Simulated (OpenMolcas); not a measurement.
**Mo⁵⁺ among point charges: CASSCF and CASPT2 levels and susceptibility**

Aim: the splitting of the states of Mo⁵⁺ in the field of 4 point charges, its lowest levels with spin-orbit coupling and its magnetic susceptibility.

The numbers are computed with OpenMolcas 26.06 (state-averaged CASSCF and CASPT2, spin-orbit coupling by RASSI with atomic mean-field integrals), except any that are marked as measured or tabulated.

## Step 1: What is computed

* Species: Mo⁵⁺ (molybdenum, Z = 42, 37 electrons)
* Basis: ANO-RCC-VDZP [6s5p3d1f], 43 functions
* Scalar Hamiltonian: DKH2, point nucleus
* Inactive shells: 1s 2s 2p 3s 3p 3d 4s 4p
* Active space: 1 electron in 5 orbitals (4d)
* Some configurations of this space: 4d
* Orbitals: optimised for each spin and parity, averaged over all roots

Outer shells as boxes (Hund's rule):

4d
```
4d [↑ ][  ][  ][  ][  ]
```

The ion sits among 4 point charges of -1.3 e arranged as a square (D4h), 2.13 Å from the ion.

The work runs as a chain of OpenMolcas steps in one folder; each step below is one input file. Labels, J, g values, rates, χT and fits are worked out afterwards by a script from the matrices that RASSI stores. The input lists half of the charges; inversion (Group=XYZ) makes the rest.

## Step 2: One- and two-electron integrals

The input, a.inp:

```
&GATEWAY
Coord
1

Mo 0.0 0.0 0.0
Basis=ANO-RCC-VDZP
Group=XYZ
NoMove
AngMom=0.0 0.0 0.0
AMFI
XField
2 Angstrom 0
2.130000 0.000000 0.000000 -1.300000
0.000000 2.130000 0.000000 -1.300000
&SEWARD
```

On the command line:

```sh
> OMP_NUM_THREADS=1 MOLCAS_MEM=1689 MOLCAS_PROJECT=a pymolcas a.inp > a.log
```

Log:

```text
Basis set label: MO.ANO-RCC...6S5P3D1F.

      Electronic valence basis set:
      ------------------
      Associated Effective Charge  42.000000 au
      Associated Actual Charge     42.000000 au
      Nuclear Model: Point charge

      Shell  nPrim  nBasis  Cartesian Spherical Contaminant
         s      21       6        X
         p      18       5        X
         d      13       3                 X
         f       6       1                 X
                  Relativistic Douglas-Kroll-Hess integrals:
                    - DKH order of Hamiltonian: 2
                    - DKH order of Properties : 0
                  Atomic mean-field integrals
```

## Step 3: Reference wave functions, doublets of even parity, 5 roots

The input, a.inp:

```
&RASSCF
FileOrb=start.orb
Symmetry=1
Spin=2
nActEl=1 0 0
Inactive=9 9
Ras2=5 0
CIRoot=5 5 1
SDav=5
CIMx=300
Iter=120 100
PrWF=0.3
OrbListing=Nothing
MaxOrb=0
>>> COPY $Project.JobIph JOB001
```

On the command line:

```sh
> OMP_NUM_THREADS=1 MOLCAS_MEM=1689 MOLCAS_PROJECT=a pymolcas a.inp > a.log
```

start.orb holds the contracted functions of the basis, ordered by shell, or the orbitals of the step before.

Log:

```text
Wave function specifications:
      -----------------------------

      Number of closed shell electrons          36
      Number of electrons in active shells       1
      Max number of holes in RAS1 space          0
      Max nr of electrons in RAS3 space          0
      Number of inactive orbitals               18
      Number of active orbitals                  5
      Number of secondary orbitals              20
      Spin quantum number                      0.5
      State symmetry                             1
Orbital specifications:
      -----------------------

      Symmetry species                           1   2
                                                ag  au
      Frozen orbitals                            0   0
      Inactive orbitals                          9   9
      Active orbitals                            5   0
      RAS1 orbitals                              0   0
      RAS2 orbitals                              5   0
      RAS3 orbitals                              0   0
      Secondary orbitals                         7  13
      Deleted orbitals                           0   0
      Number of basis functions                 21  22
      Number of CSFs                             5
      Number of root(s) required                 5
      Iter CI   SX   CI       RASSCF       Energy    max ROT     max BLB   max BLB  Level Ln srch  Step   QN
          iter iter root      energy       change     param      element    value   shift minimum  type update
 Nr of preliminary CI iterations:   1
      Total energies have been shifted. Add                -4000.00 au
        1   1    8    0   -46.72046258    0.00E+00   3.37E-01*   8  14 2 -4.52E-01*  0.00   0.00    SX    NO
        2   1    6    0   -46.99729347   -2.77E-01*  2.68E-02    8  14 1 -5.89E-02*  0.00   0.00    SX    NO
        3   1    6    0   -47.00002862   -2.74E-03*  9.71E-03    6  15 2  7.54E-03*  0.00   0.00    SX    NO
        4   1    6    0   -47.00011359   -8.50E-05* -5.25E-03    9  15 2  1.88E-03*  0.00   0.00    SX    NO
        5   1    5    0   -47.00011938   -5.79E-06*  2.03E-03    8  14 2 -4.38E-04*  0.00   0.74    QN   YES
        6   1    5    0   -47.00012021   -8.38E-07*  2.24E-04    7  13 2 -4.89E-05   0.00   0.97    QN   YES
        7   1    4    0   -47.00012022   -8.28E-09  -3.99E-05    9  15 2  2.21E-05   0.00   0.74    QN   YES
      Convergence after  7 iterations
        8   1    4    0   -47.00012022   -1.25E-09  -3.99E-05    9  15 2  1.64E-06   0.00   0.74    QN   YES
      Natural orbitals and occupation numbers for root  1
      sym 1:   0.000000  -0.000000   1.000000  -0.000000   0.000000
      Natural orbitals and occupation numbers for root  2
      sym 1:   0.000000  -0.000000   0.000000   1.000000   0.000000
      Natural orbitals and occupation numbers for root  3
      sym 1:  -0.000000   1.000000  -0.000000  -0.000000   0.000000
::    RASSCF root number  1 Total energy:  -4047.02248883
::    RASSCF root number  2 Total energy:  -4047.01574102
::    RASSCF root number  3 Total energy:  -4047.01574102
::    RASSCF root number  4 Total energy:  -4046.98319876
::    RASSCF root number  5 Total energy:  -4046.96343149
```

## Step 4: RASSI: spin-orbit coupling between the states

The input, a.inp:

```
&RASSI
NrOfJobIphs=1 5
1 2 3 4 5
IphNames
JOB001
EJob
SpinOrbit
DIPRint=1.0
SOCoupling=1000.0
Subsets=2
Property=9
'ANGMOM' 1 'ANGMOM' 2 'ANGMOM' 3 'MLTPL  1' 1 'MLTPL  1' 2 'MLTPL  1' 3
'AMFI' 1 'AMFI' 2 'AMFI' 3
SOProperty=3
'ANGMOM' 1 'ANGMOM' 2 'ANGMOM' 3
```

Log:

```text
SPIN-FREE ENERGIES:
  (Shifted by EMIN (a.u.) =      -4047.0224888282)

 SF State       Relative EMIN(au)   Rel lowest level(eV)    D:o, cm**(-1)      L_eff

     1             0.0000000000        0.0000000000              0.0000         2.0
     2             0.0067478032        0.1836170795           1480.9716         2.0
     3             0.0067478032        0.1836170795           1480.9716         2.0
     4             0.0392900724        1.0691373345           8623.1741         2.0
     5             0.0590573402        1.6070320958          12961.5880         2.0
     Dipole printing threshold changed to   1.00000000E+00
Eigenvalues of complex Hamiltonian:
   -----------------------------------
  (Shifted by EMIN (a.u.) =      -4047.0224888282)

 SO State       Relative EMIN(au)   Rel lowest level(eV)    D:o, cm**(-1)     J-value

     1            -0.0037894934        0.0000000000              0.0000         1.5
     2            -0.0037894934        0.0000000000              0.0000         1.5
     3             0.0082449630        0.3274742396           2641.2579         2.4
     4             0.0082449630        0.3274742396           2641.2579         2.4
     5             0.0083998368        0.3316885717           2675.2487         1.8
     6             0.0083998368        0.3316885717           2675.2487         1.8
     7             0.0387247525        1.1568715657           9330.7984         1.3
     8             0.0387247525        1.1568715657           9330.7984         1.3
     9             0.0602629601        1.7429560530          14057.8886         1.2
    10             0.0602629601        1.7429560530          14057.8886         1.2
Weights of the five most important spin-orbit-free states for each spin-orbit state.

 SO State  Total energy (au)           Spin-free states, spin, and weights
 -------------------------------------------------------------------------------------------------------
    1        -0.003789       1 0.5  0.6851    2 0.5  0.1574    3 0.5  0.1574    5 0.5  0.0000    4 0.5  0.0000
    2        -0.003789       1 0.5  0.6851    2 0.5  0.1574    3 0.5  0.1574    5 0.5  0.0000    4 0.5  0.0000
    3         0.008245       2 0.5  0.3426    3 0.5  0.3426    1 0.5  0.3149    4 0.5  0.0000    5 0.5  0.0000
    4         0.008245       2 0.5  0.3426    3 0.5  0.3426    1 0.5  0.3149    4 0.5  0.0000    5 0.5  0.0000
    5         0.008400       3 0.5  0.4903    2 0.5  0.4903    4 0.5  0.0136    5 0.5  0.0058    1 0.5  0.0000
    6         0.008400       3 0.5  0.4903    2 0.5  0.4903    4 0.5  0.0136    5 0.5  0.0058    1 0.5  0.0000
    7         0.038725       4 0.5  0.9410    5 0.5  0.0421    3 0.5  0.0084    2 0.5  0.0084    1 0.5  0.0000
    8         0.038725       4 0.5  0.9410    5 0.5  0.0421    3 0.5  0.0084    2 0.5  0.0084    1 0.5  0.0000
    9         0.060263       5 0.5  0.9521    4 0.5  0.0454    2 0.5  0.0012    3 0.5  0.0012    1 0.5  0.0000
   10         0.060263       5 0.5  0.9521    4 0.5  0.0454    2 0.5  0.0012    3 0.5  0.0012    1 0.5  0.0000
 -------------------------------------------------------------------------------------------------------
```

These steps: 1.3 s of run time, 1 thread of Arm Neoverse V2, shared host.

States without spin-orbit coupling:

| state | degeneracy | E (cm-1) | free-ion L (%) |
| --- | --- | --- | --- |
| 2A1 | 1 | 0 | D (100) |
| 2E | 2 | 1481 | D (100) |
| 2B2 | 1 | 8623 | D (100) |
| 2B1 | 1 | 12962 | D (100) |

With spin-orbit coupling:

| E (cm-1) | Degeneracy | Label | 2S+1 | g |
| --- | --- | --- | --- | --- |
| 0.0 | 2 | E1/2 | 2 | 0.90 0.90 1.37 |
| 2641 | 2 | E1/2 | 2 | 0.63 2.90 2.90 |
| 2675 | 2 | E3/2 | 2 | 0.10 0.10 3.96 |
| 9331 | 2 | E3/2 | 2 | 0.31 2.08 2.08 |
| 14058 | 2 | E3/2 | 2 | 1.98 1.98 3.65 |

Principal g values are given for doublets only; a zero marks a field direction without first-order Zeeman splitting.

Powder χT (cm³ K/mol): 0.11 at 2 K, 0.11 at 5 K, 0.11 at 10 K, 0.11 at 20 K, 0.12 at 50 K, 0.13 at 100 K, 0.13 at 150 K, 0.14 at 200 K, 0.15 at 250 K, 0.16 at 300 K.

## Step 5: CASPT2: IPEA 0.25, imaginary shift 0.1 (closed shells correlated: 4s 4p)

The input, a.inp:

```
>>> COPY JOB001 $Project.JobIph
&CASPT2
Multistate=5 1 2 3 4 5
NoMult
Frozen=8 6
IPEA=0.25
Imaginary=0.1
MaxIter=60
WThr=0.0 0.3 0.05
PrWF=0.5
NoMix
```

On the command line:

```sh
> OMP_NUM_THREADS=1 MOLCAS_MEM=1689 MOLCAS_PROJECT=a pymolcas a.inp > a.log
```

Log:

```text
Orbital specifications:
      -----------------------

      Symmetry species                           1   2
                                                ag  au
      Frozen orbitals                            8   6
      Inactive orbitals                          1   3
      Active orbitals                            5   0
      Secondary orbitals                         7  13
      Deleted orbitals                           0   0
      Number of basis functions                 21  22
Type of calculation                        SS-CASPT2
      Fock operator                              state-specific
      IPEA shift                                 0.25
      Real shift                                 0.00
      Imaginary shift                            0.10
      The input orbitals will be transformed to quasi-canonical
Reference energy:       -4047.0224888282
      E2 (Non-variational):      -0.1660102270
      Shift correction:          -0.0000761249
      E2 (Variational):          -0.1660863518
      Total energy:           -4047.1885751800
      Residual norm:              0.0000001349
      Reference weight:           0.96657
      Contributions to the CASPT2 correlation energy
      Active & Virtual Only:          0.0000000004
      One Inactive Excited:          -0.0359382223
      Two Inactive Excited:          -0.1300720051
Reference energy:       -4047.0157410250
      E2 (Non-variational):      -0.1658775155
      Shift correction:          -0.0000758910
      E2 (Variational):          -0.1659534065
      Total energy:           -4047.1816944315
      Residual norm:              0.0000001418
      Reference weight:           0.96663
      Contributions to the CASPT2 correlation energy
      Active & Virtual Only:          0.0000000001
      One Inactive Excited:          -0.0358717168
      Two Inactive Excited:          -0.1300057988
::    CASPT2 Root  1     Total energy:  -4047.18857518
::    CASPT2 Root  2     Total energy:  -4047.18169443
::    CASPT2 Root  3     Total energy:  -4047.18169443
::    CASPT2 Root  4     Total energy:  -4047.14939728
::    CASPT2 Root  5     Total energy:  -4047.12964888
```

This run took 0.42 s in all on 1 thread of Arm Neoverse V2, shared host.

SS-CASPT2: lowest energy less the reference's lowest, -0.1661 hartree; reference weights 0.967.

Spin-free states, with their symmetry labels:

| state | degeneracy | E (cm-1) | free-ion L (%) |
| --- | --- | --- | --- |
| 2A1 | 1 | 0 | D (100) |
| 2E | 2 | 1510 | D (100) |
| 2B2 | 1 | 8599 | D (100) |
| 2B1 | 1 | 12933 | D (100) |

With spin-orbit coupling:

| E (cm-1) | Degeneracy | Label | 2S+1 | g |
| --- | --- | --- | --- | --- |
| 0 | 2 | E1/2 | 2 | 0.88 0.88 1.38 |
| 2650 | 2 | E1/2 | 2 | 0.62 2.88 2.88 |
| 2690 | 2 | E3/2 | 2 | 0.10 0.10 3.96 |
| 9300 | 2 | E3/2 | 2 | 0.31 2.08 2.08 |
| 14020 | 2 | E3/2 | 2 | 1.98 1.98 3.65 |

Powder χT (cm³ K/mol): 0.11 at 2 K, 0.11 at 5 K, 0.11 at 10 K, 0.11 at 20 K, 0.12 at 50 K, 0.12 at 100 K, 0.13 at 150 K, 0.14 at 200 K, 0.15 at 250 K, 0.16 at 300 K.

## Step 6: The methods side by side

A. CASSCF
B. SS-CASPT2, IPEA 0.25, imaginary shift 0.1 (closed shells correlated: 4s 4p)

| method | ground state | first state of that spin (cm-1) | first gap with spin-orbit (cm-1) | χT at 300 K |
| --- | --- | --- | --- | --- |
| A | 2A1 | 2E 1481 | 2641.3 | 0.16 |
| B | 2A1 | 2E 1510 | 2652.2 | 0.16 |

## Step 7: Outcome

| quantity | value |
| --- | --- |
| method | SS-CASPT2, IPEA 0.25, imaginary shift 0.1 (closed shells correlated: 4s 4p) |
| spin-free ground state | 2A1, 1-fold in its orbital part |
| first state of the same spin within the active space | 2E at 1510 cm⁻¹ |
| lowest level | 2-fold E1/2, g = 0.88, 0.88, 1.38 |
| next level | 2652.2 cm⁻¹ |
| χT at 300 K | 0.16 cm³ K/mol |
| effective moment at 300 K | 1.13 μB |

Cost by method:

| method | time of its own steps | time with the reference |
| --- | --- | --- |
| A. CASSCF | 1.3 s | 1.3 s |
| B. SS-CASPT2, IPEA 0.25, imaginary shift 0.1, +4s 4p | 0.42 s | 1.7 s |

Times are of one thread on a shared host.

What this shows: The spin-free ground state (2A1) comes to 100 % from free-ion D terms and keeps the highest spin of the shell. χT at 300 K is 0.16, against 0.38 cm³ K/mol for the spin alone, so orbital moment lowers it. The field of point charges can differ much from that of real complexes. This is an electrostatic model: the charges have no orbitals.
